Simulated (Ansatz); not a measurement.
**CH3BClFO: up Jacob's ladder to CCSD(T)**

An exercise on one series of results from a longer session: the logs are not shown, and one member is left open.

Program: Ansatz 0.2.0, Gaussian basis. Level of theory: functionals in def2-TZVPP, the program's frozen cores in correlated methods. These are calculated values, not measurements.

Levels to be run: LDA (SPW92), PBE-D4, revPBE-D4, BLYP-D4, r2SCAN-D4, B97M-V, PBE0-D4, B3LYP-D4, r2SCANh-D4, r2SCAN0-D4, HSE06-D4, BHLYP-D4, CAM-B3LYP-D4, LC-ωPBE, ωB97X-V, ωB97M-V, B2PLYP, PBE-QIDH; CCSD(T)/def2-SVP; CCSD(T)/def2-TZVPP; MP2/def2-QZVPP; extrapolation to the limit; RPA on PBE.

## The geometry

The geometry comes from an earlier relaxation with PBE0-D4 in a triple-zeta def2 set; it is a stationary point, not always the lowest conformer.

8 atoms, charge 0, spin multiplicity 1.

Atoms are counted from 1 here; the program's logs count them from 0.

Bond lengths: O1–C2 1.377 Å, O1–H6 0.962 Å, C2–F3 1.399 Å, C2–B4 1.589 Å, C2–H7 1.097 Å, B4–Cl5 1.733 Å, B4–H8 1.189 Å. Angles: C2–O1–H6 109.9°, O1–C2–F3 110.4°, O1–C2–B4 107.3°, O1–C2–H7 112.0°, F3–C2–B4 106.9°, F3–C2–H7 105.2°, B4–C2–H7 114.8°, C2–B4–Cl5 119.9°, C2–B4–H8 120.8°, Cl5–B4–H8 119.3°.

The first run:

in.yaml reads:

```yaml
crystal:
  periodic: [false, false, false]
  atoms:
    - {symbol: O, position_ang: [-0.045544, 0.346895, 1.395699]}
    - {symbol: C, position_ang: [0.458898, 0.058770, 0.147328]}
    - {symbol: F, position_ang: [1.315070, -1.045417, 0.209214]}
    - {symbol: B, position_ang: [-0.767165, -0.356727, -0.774672]}
    - {symbol: Cl, position_ang: [-1.105675, 0.541101, -2.217197]}
    - {symbol: H, position_ang: [0.620530, 0.802361, 1.920178]}
    - {symbol: H, position_ang: [1.073178, 0.877479, -0.246575]}
    - {symbol: H, position_ang: [-1.457192, -1.281562, -0.489875]}
basis:
  gaussian: {orbitals: def2-TZVPP}
hamiltonian: {xc: lda}
output: {orbitals: {seedname: orbitals}}
```

Among the steps run: LDA; PBE-D4 (GGA); revPBE-D4 (GGA); BLYP-D4 (GGA); r2SCAN-D4 (meta-GGA); B97M-V (meta-GGA); PBE0-D4 (hybrid); B3LYP-D4 (hybrid); r2SCANh-D4 (hybrid); r2SCAN0-D4 (hybrid); HSE06-D4 (hybrid); BHLYP-D4 (hybrid); CAM-B3LYP-D4 (range-separated); LC-ωPBE (range-separated); ωB97X-V (range-separated); ωB97M-V (range-separated); B2PLYP (double hybrid); PBE-QIDH (double hybrid).

One of the session's tables, all rows but one given; the rest of the session is left out.

It belongs to the step «Orbital energies across the functionals». 

```
  functional  HOMO (eV)  LUMO (eV)  gap (eV)
 LDA (SPW92)      -7.24      -3.16      4.08
      PBE-D4      -7.13      -2.86      4.28
   revPBE-D4      -7.08      -2.73      4.35
     BLYP-D4          ?          ?         ?
   r2SCAN-D4      -7.46      -2.54      4.93
      B97M-V      -7.58      -2.54      5.05
     PBE0-D4      -8.63      -1.86      6.78
    B3LYP-D4      -8.43      -2.07      6.36
  r2SCANh-D4      -8.02      -2.19      5.83
  r2SCAN0-D4      -8.84      -1.66      7.18
    HSE06-D4      -8.23      -2.25      5.98
    BHLYP-D4     -10.05      -0.75      9.30
CAM-B3LYP-D4     -10.10      -0.71      9.39
     LC-ωPBE     -11.43       0.52     11.95
     ωB97X-V     -11.09       0.43     11.52
     ωB97M-V     -10.94       0.22     11.16
```

Estimate the missing values for BLYP-D4.

Worked estimate for «HOMO (eV)». Against the share of exact exchange, B3LYP-D4 (0.2, -8.43), BHLYP-D4 (0.5, -10.05) give a slope of -5.40 per unit share; at 0 the line stands at -7.35.

As computed: HOMO (eV): -7.07; LUMO (eV): -2.69; gap (eV): 4.38. In «HOMO (eV)» the line misses by -0.28.
